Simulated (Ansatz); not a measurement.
# C₄H₈BN: a ladder of functionals and wavefunction methods

How much do the methods differ for C₄H₈BN? The plan is to run it at one geometry with functionals of several rungs and with coupled cluster. The yardstick is the atomisation energy at the CCSD(T) limit.

Computed with Ansatz 0.2.0, Gaussian basis. Level: functionals in def2-TZVPP, the program's frozen cores in correlated methods.

Levels to be run: PBE-D4, r2SCAN-D4, PBE0-D4, B3LYP-D4, ωB97X-V, ωB97M-V, B2PLYP; CCSD(T)/def2-TZVPP; MP2/def2-QZVPP; extrapolation to the limit.

**1. The geometry**

An earlier PBE0-D4 in a triple-zeta def2 set relaxation fixed the geometry.

SMILES `BCC1CC=N1`, 14 atoms, charge 0, spin multiplicity 1.

Atoms are counted from 1 here; the program's logs count them from 0.

Bond lengths: B1–C2 1.554 Å, B1–H7 1.198 Å, B1–H8 1.197 Å, C2–C3 1.509 Å, C2–H9 1.107 Å, C2–H10 1.096 Å, C3–C4 1.553 Å, C3–N6 1.492 Å, C3–H11 1.094 Å, C4–C5 1.495 Å, C4–H12 1.093 Å, C4–H13 1.093 Å, C5–N6 1.279 Å, C5–H14 1.090 Å. Angles: C2–B1–H7 120.6°, C2–B1–H8 120.4°, H7–B1–H8 118.8°, B1–C2–C3 115.7°, B1–C2–H9 102.8°, B1–C2–H10 112.4°, C3–C2–H9 109.4°, C3–C2–H10 110.9°, H9–C2–H10 104.7°, C2–C3–C4 119.1°, C2–C3–N6 112.7°, C2–C3–H11 110.6°, C4–C3–N6 88.6°, C4–C3–H11 113.6°, N6–C3–H11 110.2°, C3–C4–C5 80.8°, C3–C4–H12 116.9°, C3–C4–H13 115.2° and more.

**2. PBE-D4 (GGA)**

File in.yaml:

```yaml
crystal:
  periodic: [false, false, false]
  atoms:
    - {symbol: B, position_ang: [-1.901945, 0.340685, 1.294566]}
    - {symbol: C, position_ang: [-0.375418, 0.354575, 1.002018]}
    - {symbol: C, position_ang: [0.076291, -0.496839, -0.159138]}
    - {symbol: C, position_ang: [1.535877, -0.362833, -0.671604]}
    - {symbol: C, position_ang: [0.811940, 0.121065, -1.886251]}
    - {symbol: N, position_ang: [-0.395277, 0.025417, -1.474966]}
    - {symbol: H, position_ang: [-2.579414, -0.587951, 0.958219]}
    - {symbol: H, position_ang: [-2.405854, 1.221453, 1.930381]}
    - {symbol: H, position_ang: [0.056954, -0.044311, 1.939253]}
    - {symbol: H, position_ang: [0.025049, 1.371623, 0.921030]}
    - {symbol: H, position_ang: [-0.248314, -1.533215, -0.024899]}
    - {symbol: H, position_ang: [2.109709, -1.286686, -0.778200]}
    - {symbol: H, position_ang: [2.145640, 0.380716, -0.152560]}
    - {symbol: H, position_ang: [1.131963, 0.467102, -2.869048]}
basis:
  gaussian: {orbitals: def2-TZVPP}
hamiltonian: {xc: pbe, dispersion: d4}
output: {forces: true, orbitals: {seedname: orbitals}}
```

Launch:

```bash
$ ansatz run in.yaml --threads 4 --pin off --events-out ev --progress --plain --max-ram 10444MiB
```

Further steps of the session: r2SCAN-D4 (meta-GGA); PBE0-D4 (hybrid); B3LYP-D4 (hybrid); ωB97X-V (range-separated); ωB97M-V (range-separated); B2PLYP (double hybrid); CCSD(T) in def2-TZVPP; MP2 in def2-QZVPP.

**Question.** What will the summary of the whole plan be? Wanted: atomisation energy, CCSD(T)/CBS; farthest; mean size of error, hybrid; mean size of error, range-separated; gap, smallest and largest; T1 diagnostic; triples share of the correlation energy.

As calculated:

| quantity | value |
| --- | --- |
| atomisation energy, CCSD(T)/CBS | 5611.7 kJ/mol |
| functionals within 28.1 kJ/mol (0.5 %) | B2PLYP |
| farthest | PBE-D4 (+184.4 kJ/mol) |
| mean size of error, hybrid | 59.3 kJ/mol |
| mean size of error, range-separated | 44.0 kJ/mol |
| gap, smallest and largest | 3.71 eV (PBE-D4), 10.93 eV (ωB97X-V) |
| T1 diagnostic | 0.0111 |
| triples share of the correlation energy | 4.3 % |

PBE-D4 misses by +184.4 kJ/mol. Double hybrids carry the basis error of their MP2 part in triple zeta, and no dispersion term here, so their miss is partly the set-up's. Misses under about 28.1 kJ/mol are within the doubt on the reference itself, which lacks core-valence correlation, relativity and higher excitations. Hartree-Fock recovers 73 % of the binding; the rest is correlation. The gap grows from 3.7 to 10.9 eV across the functionals, mostly with the share of exact exchange.
